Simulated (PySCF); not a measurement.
# CH5F3OSi2: the cost of one run

The runs use PySCF 2.14.0, with density-fitted response routines of our own; the level of theory stands in each step. All values are computed, except where a source is named. Atoms count from 0, in the outputs and in this text.

## (1) The molecule as given

12 atoms, charge 0, multiplicity 1; geometry from: GFN2-xTB. The atoms were then displaced at random by about 0.01 Å, so the start is not that level's minimum.

Bonds of the start (Å): F0–C1 1.33, C1–F2 1.36, C1–F3 1.37, C1–Si4 1.95, Si4–O5 1.60, O5–Si6 1.65, Si4–H7 1.46, Si4–H8 1.42, Si6–H9 1.46, Si6–H10 1.44, Si6–H11 1.46.

## (2) Relaxing the molecule at PBE0-D3(BJ)/def2-SVP

The job: settings as JSON, then the geometry in Å.

```
{"job": {"xc": "PBE0", "basis": "def2-SVP", "d3": "d3bj", "grid": 1, "shake": 0.01, "kind": "geom"}, "charge": 0, "multiplicity": 1}
F     -2.067350     0.534690    -0.939700
C     -1.795820     0.091000     0.286950
F     -2.972880    -0.363050     0.790890
F     -1.435310     1.186520     1.017170
Si    -0.370310    -1.240390     0.249390
O      0.954490    -0.418330    -0.110500
Si     1.991320     0.814080    -0.469730
H     -0.252590    -1.754960     1.607190
H     -0.698720    -2.145130    -0.800450
H      1.193800     1.859690    -1.103850
H      2.939320     0.181740    -1.354090
H      2.553740     1.225860     0.817710
```

The run is started by

```console
> OMP_NUM_THREADS=1 python probes_run.py task.json out
```

The driver reads the jobs from task.json and runs them one after another.

Q: Estimate the wall time and peak memory of this first job on 1 thread of Arm Neoverse V1, shared host.

About 1.8 min, with a peak of 0.54 GiB.
